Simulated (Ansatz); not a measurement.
Crystal: SiSe.

```
CELL_PARAMETERS angstrom
3.59520 0.00000 0.00000
-1.79760 3.11353 0.00000
0.00000 0.00000 3.59873
ATOMIC_POSITIONS crystal
Si 0.66667 0.33333 0.50000
Se 0.00000 0.00000 0.00000
```

The cell was built by a generator and needn't be a form met in nature.

* Program: Ansatz 0.2.0
* Task: single point
* Functional: PBE
* Potentials or basis: Ansatz PAW
* Cutoff: 420 eV (not typed: the program's choice for these potentials)
* k mesh: 9 × 9 × 7
* Occupations: fermi-dirac, width 0.05 eV
* Spin: no spin polarisation

On this cell: pressure 0.4 GPa; largest force under 0.003 eV/Å; band gap on the k mesh none (metal or under the smearing width).

The same run follows on a disturbed copy (atoms moved at random, drawn with an rms of 0.05 Å):

```xyz
2
Lattice="3.5952 0.0000 0.0000 -1.7976 3.1135 0.0000 0.0000 0.0000 3.5987" Properties=species:S:1:pos:R:3 pbc="T T T"
Si    1.7663    1.0561    1.7925
Se    0.0223   -0.0085    0.0006
```

What does the disturbed cell give?

The energy (extrapolated to zero smearing) moves by +1.1 meV/atom; pressure 0.4 GPa; largest force 0.080 eV/Å; band gap on the k mesh none (metal or under the smearing width).

Forces on the atoms (eV/Å):
```
Si   0.067 -0.035 -0.025
Se  -0.067  0.035  0.025
```

Stress tensor (GPa, compression positive):
```
 0.11  0.05  0.03
 0.05  0.17 -0.01
 0.03 -0.01  0.93
```
